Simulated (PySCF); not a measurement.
# Ways to converge the SCF of SeBr⁻

Aim: find out which solver settings change the answer for SeBr⁻.

The runs use PySCF 2.14.0; each script names its method and basis.

1 further run of the same task is left out (it didn't finish).

### 1 Where the work starts

SeBr⁻: 2 atoms, charge -1, spin multiplicity 1.

Bond lengths: Se1–Br2 2.097 Å.

### 2 The base run

The input, input.py:

```python
from pyscf import gto, scf, mp

mol = gto.M(
    atom='Se 0 0 0; Br 0 0 2.097',
    basis='sto-3g',
    charge=-1,
    spin=0,
    symmetry=True,
    verbose=3,
)
mf = scf.RHF(mol)
mf.kernel()
mp.MP2(mf, frozen=18).kernel()
mf.dip_moment()
print('orbital energies (hartree):', mf.mo_energy[..., max(0, mol.nelec[1]-3):mol.nelec[0]+3].round(4))
```

On the command line:

```
OMP_NUM_THREADS=1 python input.py
```

Its log is not repeated here.

Base result: E(SCF) = -4918.098973 Eh, E(MP2) − E(SCF) = -0.00966 Eh.

The bond length is a typed value, not an optimised one. The dipole of an ion depends on the origin.

### 3 Convergence threshold 1e-13 hartree

Variant 1 changes convergence threshold: default → 1e-13 hartree.

The input, input.py:

```python
from pyscf import gto, scf, mp

mol = gto.M(
    atom='Se 0 0 0; Br 0 0 2.097',
    basis='sto-3g',
    charge=-1,
    spin=0,
    symmetry=True,
    verbose=3,
)
mf = scf.RHF(mol)
mf.conv_tol = 1e-13
mf.kernel()
mp.MP2(mf, frozen=18).kernel()
mf.dip_moment()
print('orbital energies (hartree):', mf.mo_energy[..., max(0, mol.nelec[1]-3):mol.nelec[0]+3].round(4))
```

On the command line:

```
OMP_NUM_THREADS=1 python input.py
```

### 4 Second-order solver on

Variant 2 changes second-order solver: off → on.

input.py, as its differences from that of step 2:

```diff
@@ -11,2 +11,3 @@
 mf = scf.RHF(mol)
+mf = mf.newton()
 mf.kernel()
```

### 5 Level shift 0.3 hartree

Variant 3 changes level shift: none → 0.3 hartree.

input.py, as its differences from that of step 2:

```diff
@@ -11,2 +11,3 @@
 mf = scf.RHF(mol)
+mf.level_shift = 0.3
 mf.kernel()
```

Before running it: what results should come out? Wanted: for each run, E(SCF); from base; gap; after the SCF.

As calculated:

```csv
run,E(SCF) (hartree),from base (eV),gap (eV),after the SCF
base,-4918.098973,0,14.68,"MP2 correlation -0.263 eV, core frozen"
convergence threshold 1e-13 hartree,-4918.098973,0.0000,14.68,"MP2 correlation -0.263 eV, core frozen"
second-order solver on,-4918.098973,0.0000,14.68,"MP2 correlation -0.263 eV, core frozen"
level shift 0.3 hartree,-4918.098973,0.0000,14.68,"MP2 correlation -0.263 eV, core frozen"
```

In words: The highest filled level of this anion is positive: the basis lacks diffuse functions or the electron is not bound, so these numbers hang on the basis. The SCF energy stays the same, to the digits that matter, with convergence threshold 1e-13 hartree or second-order solver on or level shift 0.3 hartree.
